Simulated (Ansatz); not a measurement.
**C₂H₇BCl₂O: how energies converge with the basis set**

Aim: see how fast density functionals converge with the basis set for C₂H₇BCl₂O.

Method: one geometry, several basis sets; program: Ansatz 0.2.0, Gaussian basis.

The runs, in order: PBE0-D4/def2-SVP; ωB97M-V/def2-SVP; PBE0-D4/def2-QZVPP; ωB97M-V/def2-QZVPP; the functionals' def2-TZVPP values are taken from earlier runs.

**1. The relaxed structure**

An earlier PBE0-D4 in a triple-zeta def2 set relaxation fixed the geometry.

13 atoms, charge 0, spin multiplicity 1.

Atoms are counted from 1 here; the program's logs count them from 0.

Bond lengths: C1–O2 1.446 Å, C1–H7 1.089 Å, C1–H8 1.088 Å, C1–H9 1.085 Å, O2–B3 1.638 Å, O2–H10 0.966 Å, B3–C4 1.579 Å, B3–Cl5 1.824 Å, B3–Cl6 1.848 Å, C4–H11 1.093 Å, C4–H12 1.096 Å, C4–H13 1.092 Å. Angles: O2–C1–H7 109.8°, O2–C1–H8 107.7°, O2–C1–H9 105.9°, H7–C1–H8 111.9°, H7–C1–H9 110.4°, H8–C1–H9 110.8°, C1–O2–B3 119.8°, C1–O2–H10 109.8°, B3–O2–H10 105.7°, O2–B3–C4 104.7°, O2–B3–Cl5 104.1°, O2–B3–Cl6 104.0°, C4–B3–Cl5 115.6°, C4–B3–Cl6 114.0°, Cl5–B3–Cl6 112.8°, B3–C4–H11 111.7°, B3–C4–H12 112.6°, B3–C4–H13 109.3° and more.

As a file:

```
C    -0.6801    1.8408   -0.3163
O    -0.4076    0.4421   -0.5596
B     0.3066   -0.4632    0.6038
C     0.4209   -1.9070   -0.0262
Cl   -0.8150   -0.3141    2.0345
Cl    1.9337    0.3676    0.8800
H     0.2485    2.3633   -0.0899
H    -1.1672    2.2426   -1.2027
H    -1.3493    1.8696    0.5379
H     0.1514    0.3492   -1.3424
H    -0.5617   -2.3283   -0.2543
H     1.0303   -1.9229   -0.9369
H     0.9099   -2.5743    0.6868
```

**2. PBE0-D4 in def2-SVP**

Input file in.yaml:

```yaml
crystal:
  periodic: [false, false, false]
  atoms:
    - {symbol: C, position_ang: [-0.680065, 1.840840, -0.316254]}
    - {symbol: O, position_ang: [-0.407561, 0.442149, -0.559592]}
    - {symbol: B, position_ang: [0.306572, -0.463214, 0.603790]}
    - {symbol: C, position_ang: [0.420906, -1.907041, -0.026195]}
    - {symbol: Cl, position_ang: [-0.815033, -0.314062, 2.034460]}
    - {symbol: Cl, position_ang: [1.933681, 0.367592, 0.880050]}
    - {symbol: H, position_ang: [0.248506, 2.363284, -0.089869]}
    - {symbol: H, position_ang: [-1.167211, 2.242617, -1.202704]}
    - {symbol: H, position_ang: [-1.349274, 1.869608, 0.537921]}
    - {symbol: H, position_ang: [0.151397, 0.349158, -1.342443]}
    - {symbol: H, position_ang: [-0.561662, -2.328330, -0.254277]}
    - {symbol: H, position_ang: [1.030280, -1.922884, -0.936883]}
    - {symbol: H, position_ang: [0.909862, -2.574320, 0.686797]}
basis:
  gaussian: {orbitals: def2-SVP}
hamiltonian: {xc: pbe0, dispersion: d4}
output: {orbitals: {seedname: orbitals}}
```

Launch:

```sh
> ansatz run in.yaml --threads 4 --pin off --events-out ev --progress --plain --max-ram 11315MiB
```

The runs that follow: ωB97M-V in def2-SVP; PBE0-D4 in def2-QZVPP; ωB97M-V in def2-QZVPP.

Before running them: what should the planned runs give, taken together? Wanted: PBE0-D4: double and triple zeta above quadruple; ωB97M-V: double and triple zeta above quadruple.

The runs gave:

```
                                       quantity           value
PBE0-D4: double and triple zeta above quadruple  15.04, 1.00 eV
ωB97M-V: double and triple zeta above quadruple  15.14, 0.96 eV
```

In words: PBE0-D4 gains 14.04 eV from double to triple zeta, then 1.00 eV more. These are total energies; as a rule much of such shifts cancels in differences, which this series doesn't test. The LUMO of ωB97M-V is positive and keeps falling with the basis (2.17 to 0.88 eV): an unbound level that the basis holds in place.
